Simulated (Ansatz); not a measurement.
# SbCl₃ (SMILES [Cl][Sb]([Cl])[Cl]): a rigid scan of the angle Cl3–Sb2–Cl4

One table from this session's results is given with a row withheld; the runs are named, their logs left out.

Program: Ansatz 0.2.0, Gaussian basis. Level of theory: single points in def2-TZVPP. These are calculated values, not measurements.

Levels: PBE-D4, r2SCAN-D4, PBE0-D4, B3LYP-D4, wB97M-V, Hartree-Fock, MP2, CCSD, CCSD(T). The scan takes 67.6, 75.1, 82.6, 90.1, 97.6, 105.1, 112.6, 120.1, 127.6°.

Correlated methods freeze the cores. Filled d shells of the heavier atoms are correlated. Core potentials replace the inner electrons past krypton, and spin-orbit coupling is left out. B3LYP uses VWN-RPA correlation.

36 further runs of the same task are left out: 36 set aside as unsound or not needed.

### Where the work starts

SMILES `[Cl][Sb]([Cl])[Cl]`, 4 atoms, charge 0, spin multiplicity 1.

Atoms are counted from 1 here; the program's logs count them from 0.

Bond lengths: Cl1–Sb2 2.396 Å, Sb2–Cl3 2.425 Å, Sb2–Cl4 2.373 Å. Angles: Cl1–Sb2–Cl3 92.1°, Cl1–Sb2–Cl4 93.6°, Cl3–Sb2–Cl4 92.7°.

Coordinates:

```mol
Cl3Sb
  3D, bonds by distance, orders not assigned

  4  3  0  0  0  0  0  0  0  0999 V2000
    0.4409    0.2810    1.9585 Cl  0  0
    0.9196   -0.2295   -0.3326 Sb  0  0
   -0.9806   -1.7274   -0.4880 Cl  0  0
   -0.3243    1.6156   -1.1583 Cl  0  0
  1  2  8  0
  2  3  8  0
  2  4  8  0
M  END
```

Set-up of the first run:

pre/in.yaml

```yaml
crystal:
  periodic: [false, false, false]
  atoms:
    - {symbol: Cl, position_ang: [0.440900, 0.281000, 1.958500]}
    - {symbol: Sb, position_ang: [0.919600, -0.229500, -0.332600]}
    - {symbol: Cl, position_ang: [-0.980600, -1.727400, -0.488000]}
    - {symbol: Cl, position_ang: [-0.324300, 1.615600, -1.158300]}
basis:
  gaussian: {orbitals: def2-SVP}
hamiltonian: {xc: pbe, dispersion: d4}
relax: {f_tol: 0.03, max_steps: 250}
```

No record of the launch command was kept for these runs.

Steps of the session up to this table: A first relaxation in a small basis; Finding the minimum; The minimum at every level; Cl3–Sb2–Cl4 = 67.6°; Cl3–Sb2–Cl4 = 75.1°; Cl3–Sb2–Cl4 = 82.6°; Cl3–Sb2–Cl4 = 90.1°; Cl3–Sb2–Cl4 = 97.6°; Cl3–Sb2–Cl4 = 105.1°; Cl3–Sb2–Cl4 = 112.6°; Cl3–Sb2–Cl4 = 120.1°; Cl3–Sb2–Cl4 = 127.6°.

One of the session's tables, all rows but one given; the rest of the session is left out.

It belongs to the step «The curves». Energies less that of the minimum at the same level (meV):

```
     angle (°)  PBE-D4  PBE0-D4  B3LYP-D4  wB97M-V  Hartree-Fock
          67.6    1247     1263      1315     1274          1501
          75.1     562      563       591      556           670
          82.6     214      209       222      199           247
          90.1      50       45        50       39            52
97.6 (minimum)       0        0         0        0             0
          97.6       0        0         0        0             0
         105.1       ?        ?         ?        ?             ?
         112.6     117      137       130      152           173
         120.1     250      286       277      310           360
         127.6     421      475       463      510           598
```

**Question.** Estimate the row for angle (°) = 105.1.

Worked estimate for «PBE-D4». A straight line through the neighbours (97.6, 0) and (112.6, 117) gives 0 + (117 − 0) × (105.1 − 97.6) / (112.6 − 97.6) = 58; a parabola fitted to 4 rows on both sides gives 28.

**Answer.** PBE-D4: 29; PBE0-D4: 37; B3LYP-D4: 34; wB97M-V: 44; Hartree-Fock: 48. In «PBE-D4» the line misses by +29 and the parabola by -1.

Limits of these values: A polynomial through the near points puts the CCSD(T) minimum 0.4° below the PBE0-D4 value.
